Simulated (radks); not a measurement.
# Taking charge from the 4s level of Mo⁺ in fractions

Aim: follow energy and eigenvalue as charge leaves the 4s level of Mo⁺ bit by bit, and test Janak's theorem, Slater's transition state and the straight-line condition.

Program: radks (a radial shooting solver on a logarithmic mesh, Libxc functionals) version 1. Level of theory: scalar-relativistic Kohn-Sham, r2SCAN, spin-polarised, spherical densities, finite nucleus; open shells are filled with parallel spins first. These are calculated values, not measurements, unless marked.

## (1) The atom as given

* element: molybdenum (Z = 42)
* charge: +1
* electrons: 41
* configuration: [Ar] 3d10 4s(up 1, down 1) 4p6 4d5
* nuclear rms radius: 4.4091 fm

A shell typed twice in an input gives spin up, then spin down.

## (2) Start: [Ar] 3d10 4s(up 1, down 1) 4p6 4d5

Input:

```text
Z 42
configuration [Ar] 3d10 4s1 4s1 4p6 4d5
relativity scalar-relativistic
functional r2scan,r2scan
spin polarised
nucleus finite rms 4.4091 fm
c 137.035999084
```

## (3) 0.125 electron removed from 4s

Input:

```text
Z 42
configuration [Ar] 3d10 4s1 4s0.875 4p6 4d5
relativity scalar-relativistic
functional r2scan,r2scan
spin polarised
nucleus finite rms 4.4091 fm
c 137.035999084
```

## (4) 0.25 electron removed from 4s

Input:

```text
Z 42
configuration [Ar] 3d10 4s1 4s0.75 4p6 4d5
relativity scalar-relativistic
functional r2scan,r2scan
spin polarised
nucleus finite rms 4.4091 fm
c 137.035999084
```

## (5) 0.375 electron removed from 4s

Input:

```text
Z 42
configuration [Ar] 3d10 4s1 4s0.625 4p6 4d5
relativity scalar-relativistic
functional r2scan,r2scan
spin polarised
nucleus finite rms 4.4091 fm
c 137.035999084
```

## (6) 0.5 electron removed from 4s

Input:

```text
Z 42
configuration [Ar] 3d10 4s1 4s0.5 4p6 4d5
relativity scalar-relativistic
functional r2scan,r2scan
spin polarised
nucleus finite rms 4.4091 fm
c 137.035999084
```

## (7) 0.625 electron removed from 4s

Input:

```text
Z 42
configuration [Ar] 3d10 4s1 4s0.375 4p6 4d5
relativity scalar-relativistic
functional r2scan,r2scan
spin polarised
nucleus finite rms 4.4091 fm
c 137.035999084
```

## (8) 0.75 electron removed from 4s

Input:

```text
Z 42
configuration [Ar] 3d10 4s1 4s0.25 4p6 4d5
relativity scalar-relativistic
functional r2scan,r2scan
spin polarised
nucleus finite rms 4.4091 fm
c 137.035999084
```

## (9) 0.875 electron removed from 4s

Input:

```text
Z 42
configuration [Ar] 3d10 4s1 4s0.125 4p6 4d5
relativity scalar-relativistic
functional r2scan,r2scan
spin polarised
nucleus finite rms 4.4091 fm
c 137.035999084
```

## (10) 1 electron removed from 4s

Input:

```text
Z 42
configuration [Ar] 3d10 4s1 4s0 4p6 4d5
relativity scalar-relativistic
functional r2scan,r2scan
spin polarised
nucleus finite rms 4.4091 fm
c 137.035999084
```

**Question.** What will these runs give? Wanted: for each run, removed; E − E(0); eigenvalue; E minus straight line.

**Answer**, as computed:

| removed (e) | E − E(0) (eV) | eigenvalue (eV) | E minus straight line (eV) |
| --- | --- | --- | --- |
| 0 | 0.000 | -70.347 | 0.000 |
| 0.125 | 8.879 | -71.779 | -0.663 |
| 0.25 | 17.940 | -73.250 | -1.144 |
| 0.375 | 27.186 | -74.755 | -1.439 |
| 0.5 | 36.623 | -76.290 | -1.544 |
| 0.625 | 46.253 | -77.852 | -1.456 |
| 0.75 | 56.080 | -79.437 | -1.171 |
| 0.875 | 66.106 | -81.042 | -0.686 |
| 1 | 76.334 | -82.663 | 0.000 |

In words: Removing the whole electron costs 76.334 eV, against 70.347 eV from minus the starting eigenvalue. Slater's transition state, half an electron removed, gives 76.290 eV. The trapezoid integral of minus the eigenvalue gives 76.363 eV over the range, against 76.334 eV from the energies (Janak's theorem; approximate here, since the scalar-relativistic density holds large components alone). The eigenvalue moves by 12.3 eV per electron. E bends below the straight line by 1.54 eV at 0.5 electron removed.
